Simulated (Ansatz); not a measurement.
# Lonsdaleite under PBE: structure, energy and stiffness

Aim: take carbon in the lonsdaleite structure, relax it, solve it on a dense k-mesh, then scale the cell to 7 volumes from 88 to 112 % of the relaxed one and try a fit of the equation of state. Spin polarisation is left out. The k-meshes are 8×8×4 for the relaxation; 13×13×7 for the dense run; 12×12×7 for the volumes. It starts from a deposited cell (COD).

Computed with Ansatz 0.2.0 (DFT PBE, plane waves (420 eV) with PAW, scalar-relativistic, unless a step says otherwise).

**1. Starting point**

The structure is hexagonal, space group P6_3/mmc (No. 194). The conventional cell has a = 2.520 Å, b = 2.520 Å, c = 4.120 Å, α = 90.00°, β = 90.00°, γ = 120.00°. C (site symmetry 3m) is surrounded by 4 C at 1.54 Å.

As a file:

```cif
data_structure
_symmetry_space_group_name_H-M 'P 1'
_symmetry_Int_Tables_number 1
_cell_length_a 2.5200
_cell_length_b 2.5200
_cell_length_c 4.1200
_cell_angle_alpha 90.000
_cell_angle_beta 90.000
_cell_angle_gamma 120.000
_cell_volume 22.66
loop_
_atom_site_label
_atom_site_type_symbol
_atom_site_fract_x
_atom_site_fract_y
_atom_site_fract_z
_atom_site_occupancy
C1 C 0.33333 0.66667 0.06250 1
C2 C 0.66667 0.33333 0.56250 1
C3 C 0.33333 0.66667 0.43750 1
C4 C 0.66667 0.33333 0.93750 1
```

**2. Geometry optimisation**

Input file input.yaml:

```yaml
crystal:
  lattice:
    - [2.5199982604, 0.0, 0.0]
    - [-1.2599991302, 2.182382511, 0.0]
    - [0.0, 0.0, 4.12]
  atoms:
    - { symbol: C, position: [0.3333333333, 0.6666666667, 0.0625] }
    - { symbol: C, position: [0.6666666667, 0.3333333333, 0.5625] }
    - { symbol: C, position: [0.3333333333, 0.6666666667, 0.4375] }
    - { symbol: C, position: [0.6666666667, 0.3333333333, 0.9375] }
hamiltonian:
  xc: pbe
  pseudopotentials:
    kind: paw
    azcp:
      C: "pseudopotentials/C.paw.azcp"
basis:
  ecutwfc: 420
  fft_grid_basis: typed
kpoints:
  mp_grid: { grid: [8, 8, 4], shift: [0, 0, 0] }
magnetization:
  spin_polarized: false
scf:
  occupations: { method: fermi_dirac, width: 0.05 }
relax:
  max_steps: 60
  f_tol: 0.01
  cell: {}
```

Command:

```console
ansatz run input.yaml --threads 1 --pin off --max-ram 3584MiB --backend cpu --events-out ev --progress --plain --runs-dir out
```

Further steps of the session: The energy on a finer k-mesh; Equation of state: 88 %; Equation of state: 92 %; Equation of state: 96 %; Equation of state: 100 %; Equation of state: 104 %; Equation of state: 108 %; Equation of state: 112 %.

Q: Predict the outcome of this session. Wanted: space group; conventional cell; volume; shortest distance; gap on the mesh; relative to graphite; V₀, B₀, B₀′.

As calculated:

| quantity | value |
| --- | --- |
| space group (spins left aside) | P6_3/mmc (No. 194) |
| conventional cell | a = 2.512 Å, c = 4.180 Å (c/a = 1.664) |
| volume | 5.709 Å³/atom |
| shortest distance | 1.542 Å |
| against the deposited volume | +0.8 % (5.665 Å³/atom) |
| gap on the mesh | 3.48 eV |
| relative to graphite | +161 meV/atom |
| V₀, B₀, B₀′ | 5.709 Å³/atom, 433 GPa, 3.7 |

**Reading.** PBE puts the volume 0.8 % above the deposited one. The deposited cell holds zero-point motion and, unless taken cold, thermal expansion, so the miss against a static lattice is larger still. Against the reference form of carbon (graphite, computed apart with the same settings) it stands 161 meV/atom higher, so it is far from stable. It has a gap of 3.48 eV on the mesh. The mesh holds neither K nor H, where hexagonal and trigonal crystals often have their band edges, so the true gap at this level can be much smaller. The fitted modulus is 433 GPa, among the stiffest elements; letting shape and positions relax at each volume could only lower it. The symmetry was held, so the structure may be unstable against distortions that break it.

These are semilocal Kohn-Sham gaps, which aren't the measured quantity. Such gaps usually fall short of the measured ones.
